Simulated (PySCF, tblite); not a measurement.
# C₂H₇BOS₂Si: dynamics, then NMR shifts on frames

Aim: move C₂H₇BOS₂Si (`[SiH3]OB1SCCS1`) away from its starting geometry and see how NMR shifts follow the geometry.

Computed with tblite 0.8.0 and PySCF 2.14.0, with density-fitted response routines of our own, on a single molecule in the gas phase. Atoms count from 0, in the outputs and in this text.

**1. The starting structure**

14 atoms, charge 0, multiplicity 1; geometry from: GFN2-xTB.

Bonds of the start (Å): Si0–O1 1.62, O1–B2 1.30, B2–S3 1.82, S3–C4 1.84, C4–C5 1.51, C5–S6 1.84, S6–B2 1.83, Si0–H7 1.46, Si0–H8 1.46, Si0–H9 1.46, C4–H10 1.09, C4–H11 1.09, C5–H12 1.09, C5–H13 1.09.

**2. Dynamics with GFN2-xTB**

The job: settings as JSON, then the geometry in Å.

```
{"job": {"kind": "md", "xc": "GFN2-xTB", "basis": "xTB", "temperature": 300, "steps": 2000, "every": 50, "frames": 5}, "charge": 0, "multiplicity": 1}
Si     3.243771     0.157104     0.442954
O      1.644771     0.412865     0.529999
B      0.362000     0.215641     0.402347
S     -0.875890     1.379050     1.056891
C     -2.306487     0.580743     0.226087
C     -2.074792    -0.910864     0.142591
S     -0.363053    -1.236224    -0.434360
H      3.499571    -1.048912    -0.343016
H      3.744312     1.364947    -0.205679
H      3.643804     0.010074     1.839245
H     -3.194865     0.815852     0.809773
H     -2.392527     1.026018    -0.766175
H     -2.753903    -1.384768    -0.564065
H     -2.177393    -1.381998     1.121265
```

With the program's defaults for keys left out, this is: GFN2-xTB Langevin dynamics, gas phase.

Command:

```sh
$ OMP_NUM_THREADS=1 python probes_run.py task.json out
```

This one command runs all jobs of the session in turn.

Log:

```text
t/fs     T/K      E/eV
    0.0   232.4   -585.75926
   25.0   167.1   -585.45722
   50.0   185.3   -585.50577
   75.0   216.7   -585.38726
  100.0   219.5   -585.37400
  125.0   179.9   -585.22125
  150.0   303.9   -585.38430
  175.0   297.2   -585.42707
  200.0   357.0   -585.41237
  225.0   368.8   -585.29009
  250.0   273.2   -585.26161
  275.0   255.6   -585.42051
  300.0   225.7   -585.43625
  325.0   209.3   -585.43682
  350.0   210.5   -585.34023
  375.0   212.2   -585.29365
  400.0   278.5   -585.37441
  425.0   279.4   -585.21833
  450.0   390.5   -585.37657
  475.0   402.3   -585.33564
  500.0   235.4   -585.21617
  525.0   196.0   -585.32185
  550.0   329.9   -585.50734
  575.0   327.3   -585.37763
  600.0   285.1   -585.16510
  625.0   386.0   -585.23250
  650.0   402.3   -585.27207
  675.0   260.4   -585.21774
  700.0   347.5   -585.31432
  725.0   275.7   -585.08835
  750.0   448.6   -585.44333
  775.0   458.0   -585.43497
  800.0   343.5   -585.07101
  825.0   459.7   -585.13491
  850.0   362.8   -585.10168
  875.0   392.9   -585.01741
  900.0   394.9   -585.04043
  925.0   416.6   -585.21914
  950.0   402.4   -585.13818
  975.0   231.0   -585.12426
 1000.0   245.3   -585.33570
```

Run time: 14 s. Hardware: 1 thread of Arm Neoverse V1, shared host; peak memory 0.18 GiB.

Distance from the start (root mean square after alignment): 0 fs 0.00 Å, 200 fs 0.27 Å, 400 fs 0.75 Å, 600 fs 0.63 Å, 800 fs 1.04 Å, 1000 fs 1.16 Å.

Positions (Å) and forces (eV/Å) at 1000 fs:

```xyz
14

Si    3.577    0.478    0.474   -0.491   -0.750    0.167
O     2.033   -0.109    0.436    1.704    0.226   -0.377
B     0.797   -0.334    0.670   -1.011    0.917    0.450
S    -0.271    0.989    1.447    0.748    0.356    0.489
C    -1.867    0.125    1.291    1.078    0.869   -1.812
C    -1.589   -1.335    1.289   -0.949   -0.409   -1.950
S    -0.147   -1.791    0.276    0.237   -0.576   -0.440
H     3.758    0.737    1.902    0.143    0.111   -0.021
H     4.406   -0.719    0.081   -0.407    0.699   -0.009
H     3.563    1.710   -0.329    0.061   -0.322    0.018
H    -2.513    0.354    2.092   -0.686    0.619    0.685
H    -2.201    0.535    0.286   -0.260   -0.781    1.148
H    -2.442   -1.744    0.719    0.177   -0.654    0.755
H    -1.379   -1.760    2.237   -0.344   -0.304    0.896
```

**3. Shielding tensors: 250 fs, PBE0/pcSseg-1**

The job: settings as JSON, then the geometry in Å.

```
{"job": {"kind": "nmr", "xc": "PBE0", "basis": "pcSseg-1", "pop": false}, "charge": 0, "multiplicity": 1}
Si     3.174700     0.080700     0.122900
O      1.638000     0.669500     0.433300
B      0.417000     0.121300     0.378300
S     -1.115000     1.030600     0.862600
C     -2.278800    -0.285600     0.390800
C     -1.613700    -1.635900     0.408600
S      0.088700    -1.451100    -0.295400
H      3.123700    -0.494100    -1.217100
H      4.011300     1.272400     0.264800
H      3.287800    -0.965400     1.176300
H     -3.134900    -0.410000     1.006100
H     -2.590300    -0.030400    -0.631400
H     -1.976800    -2.401600    -0.345900
H     -1.556000    -2.000500     1.465300
```

With the program's defaults for keys left out, this is: GIAO PBE0/pcSseg-1 NMR shielding, non-relativistic, gas phase.

Log:

```text
coarse grid: 13560 points
cycle   1  E = -1265.6774110025  dE =  9.162e-01  |g| = 6.832e-01  |ddm| = 3.520e+00
cycle   2  E = -1265.5154653870  dE =  1.619e-01  |g| = 1.152e+00  |ddm| = 1.565e+00
cycle   3  E = -1265.7639147277  dE = -2.484e-01  |g| = 9.968e-02  |ddm| = 1.097e+00
cycle   4  E = -1265.7660972577  dE = -2.183e-03  |g| = 3.641e-02  |ddm| = 1.446e-01
cycle   5  E = -1265.7663873864  dE = -2.901e-04  |g| = 9.581e-03  |ddm| = 4.288e-02
cycle   6  E = -1265.7664101487  dE = -2.276e-05  |g| = 3.773e-03  |ddm| = 1.509e-02
cycle   7  E = -1265.7664138041  dE = -3.655e-06  |g| = 6.235e-04  |ddm| = 4.068e-03
final grid: 117856 points
cycle   8  E = -1265.8208134919  dE = -2.330e-05  |g| = 1.003e-02  |ddm| = 2.687e-02
cycle   9  E = -1265.8207903873  dE =  2.310e-05  |g| = 1.454e-02  |ddm| = 1.929e-02
cycle  10  E = -1265.8208338944  dE = -4.351e-05  |g| = 1.409e-03  |ddm| = 1.220e-02
cycle  11  E = -1265.8208343450  dE = -4.506e-07  |g| = 2.616e-04  |ddm| = 1.632e-03
cycle  12  E = -1265.8208343603  dE = -1.524e-08  |g| = 8.496e-05  |ddm| = 3.262e-04
cycle  13  E = -1265.8208343620  dE = -1.730e-09  |g| = 2.002e-05  |ddm| = 9.564e-05
cycle  14  E = -1265.8208343621  dE = -7.640e-11  |g| = 7.539e-06  |ddm| = 2.182e-05
converged SCF energy = -1265.8208343621

GIAO shielding tensors (ppm)
atom      isotropic    diamagn.    paramagn.     s11        s22        s33       span
  0 Si     376.024     879.037    -503.014    332.917    357.460    437.694    104.777
  1 O      220.027     395.553    -175.526     69.540    196.976    393.563    324.023
  2 B       52.933     195.074    -142.142     36.034     48.327     74.438     38.404
  3 S      478.426    1057.760    -579.334    391.669    437.427    606.183    214.513
  4 C      149.071     251.180    -102.109    107.623    169.502    170.089     62.467
  5 C      137.481     255.099    -117.618     94.618    155.865    161.961     67.343
  6 S      515.084    1060.977    -545.892    445.783    496.129    603.341    157.559
  7 H       26.556      29.425      -2.868     22.724     26.060     30.885      8.161
  8 H       26.443      27.940      -1.497     22.818     24.790     31.720      8.901
  9 H       26.061      28.231      -2.169     22.405     25.239     30.539      8.134
 10 H       29.296      29.959      -0.662     23.354     27.247     37.289     13.935
 11 H       28.148      30.711      -2.563     22.220     26.652     35.571     13.351
 12 H       26.750      29.463      -2.712     20.725     25.130     34.395     13.670
 13 H       27.771      30.445      -2.673     22.244     26.782     34.289     12.045
```

Run time: 21 s. Hardware: 1 thread of Arm Neoverse V1, shared host; peak memory 0.81 GiB.

Shifts follow as δ = σ(reference) − σ, with reference shieldings (ppm) from runs at the same level and on the same kind of geometry: ¹H TMS 31.72, ¹³C TMS 186.9, ²⁹Si TMS 349.2, ¹⁷O H2O 336.1, ¹¹B BF3·OEt2 100.1, ³³S CS2 504. The references are single molecules in the gas phase, so shifts against H2O, NH3, PH3, H3PO4 or CFCl3 are not on the usual liquid scales and can be off by tens of ppm. Each atom is listed at this fixed geometry, with no averaging over motion; a spectrum would average atoms that exchange fast.

```csv
atoms,environment,σ (ppm),δ (ppm)
C5,sp3 CH2 bonded to S,137.5,49.4
C4,sp3 CH2 bonded to S,149.1,37.9
H9,hydrogen on a silicon bonded to O,26.06,5.66
H8,hydrogen on a silicon bonded to O,26.44,5.27
H7,hydrogen on a silicon bonded to O,26.56,5.16
H12,hydrogen on an sp3 CH2 bonded to S,26.75,4.97
H13,hydrogen on an sp3 CH2 bonded to S,27.77,3.95
H11,hydrogen on an sp3 CH2 bonded to S,28.15,3.57
H10,hydrogen on an sp3 CH2 bonded to S,29.30,2.42
Si0,"silicon bonded to O, 3 H",376.0,-26.9
O1,"oxygen bonded to B, Si",220.0,116.1
B2,"boron bonded to O, 2 S, in a 5-membered ring",52.9,47.1
S3,"sulfur bonded to C, B, in a 5-membered ring",478,25
S6,"sulfur bonded to C, B, in a 5-membered ring",515,-11
```

Ring of atoms B2, S3, C4, C5, S6: NICS(0) -6.7, NICS(1) -4.0, NICS(1)zz -0.7 ppm (means of both faces).

**4. Nuclear shieldings: 425 fs, PBE0/pcSseg-1**

The job: settings as JSON, then the geometry in Å.

```
{"job": {"kind": "nmr", "xc": "PBE0", "basis": "pcSseg-1", "pop": false}, "charge": 0, "multiplicity": 1}
Si     3.259900     0.466800    -0.225500
O      1.725600     0.589600     0.281300
B      0.577800    -0.022400     0.449900
S     -0.852900     0.916600     1.166000
C     -2.095300    -0.496900     0.957700
C     -1.483200    -1.871500     0.704500
S      0.124800    -1.744500    -0.167600
H      3.382100     1.019000    -1.643400
H      3.720100     1.468900     0.654100
H      3.835100    -0.880400    -0.262100
H     -2.712300    -0.435900     1.859900
H     -2.760800    -0.054900     0.185300
H     -2.228300    -2.372000     0.002900
H     -1.485900    -2.459900     1.588400
```

Level: GIAO PBE0/pcSseg-1 NMR shielding, non-relativistic, gas phase.

Log:

```text
coarse grid: 13560 points
cycle   1  E = -1265.6731539805  dE =  7.789e-01  |g| = 6.738e-01  |ddm| = 3.501e+00
cycle   2  E = -1265.5407471305  dE =  1.324e-01  |g| = 1.084e+00  |ddm| = 1.301e+00
cycle   3  E = -1265.7548029577  dE = -2.141e-01  |g| = 9.767e-02  |ddm| = 8.899e-01
cycle   4  E = -1265.7568410066  dE = -2.038e-03  |g| = 3.856e-02  |ddm| = 1.405e-01
cycle   5  E = -1265.7571972912  dE = -3.563e-04  |g| = 1.043e-02  |ddm| = 4.760e-02
cycle   6  E = -1265.7572269283  dE = -2.964e-05  |g| = 3.186e-03  |ddm| = 1.544e-02
cycle   7  E = -1265.7572295892  dE = -2.661e-06  |g| = 6.525e-04  |ddm| = 3.657e-03
final grid: 117856 points
cycle   8  E = -1265.8124731502  dE = -2.464e-05  |g| = 9.877e-03  |ddm| = 2.547e-02
cycle   9  E = -1265.8124504619  dE =  2.269e-05  |g| = 1.428e-02  |ddm| = 1.868e-02
cycle  10  E = -1265.8124934373  dE = -4.298e-05  |g| = 1.163e-03  |ddm| = 1.172e-02
cycle  11  E = -1265.8124937609  dE = -3.236e-07  |g| = 2.802e-04  |ddm| = 1.474e-03
cycle  12  E = -1265.8124937791  dE = -1.826e-08  |g| = 8.832e-05  |ddm| = 3.360e-04
cycle  13  E = -1265.8124937812  dE = -2.012e-09  |g| = 2.167e-05  |ddm| = 1.014e-04
cycle  14  E = -1265.8124937812  dE = -8.549e-11  |g| = 7.321e-06  |ddm| = 2.188e-05
converged SCF energy = -1265.8124937812

GIAO shielding tensors (ppm)
atom      isotropic    diamagn.    paramagn.     s11        s22        s33       span
  0 Si     386.612     878.680    -492.067    335.258    358.961    465.619    130.361
  1 O      214.112     393.665    -179.552     83.903    183.266    375.168    291.265
  2 B       52.491     195.118    -142.627     40.103     48.921     68.450     28.348
  3 S      463.480    1058.303    -594.823    393.725    429.397    567.319    173.594
  4 C      144.225     249.980    -105.756     92.046    165.538    175.090     83.044
  5 C      148.356     247.522     -99.166    107.760    160.663    176.645     68.886
  6 S      503.997    1057.741    -553.744    416.614    449.111    646.265    229.651
  7 H       25.980      27.768      -1.788     22.897     24.499     30.545      7.649
  8 H       26.778      28.302      -1.524     22.313     25.434     32.588     10.275
  9 H       26.335      27.978      -1.643     22.946     25.426     30.632      7.686
 10 H       28.437      29.408      -0.971     22.456     27.168     35.687     13.231
 11 H       27.494      30.552      -3.059     20.897     26.777     34.806     13.909
 12 H       27.354      27.733      -0.379     21.991     25.325     34.745     12.754
 13 H       29.136      29.665      -0.529     23.336     27.601     36.471     13.135
```

Run time: 21 s. Hardware: 1 thread of Arm Neoverse V1, shared host; peak memory 0.84 GiB.

This run: δ C4 42.7, C5 38.6, Si0 -37.5, O1 122.0, H7 5.74, H9 5.38 ppm.

(Part 1 of 2 ends here.)
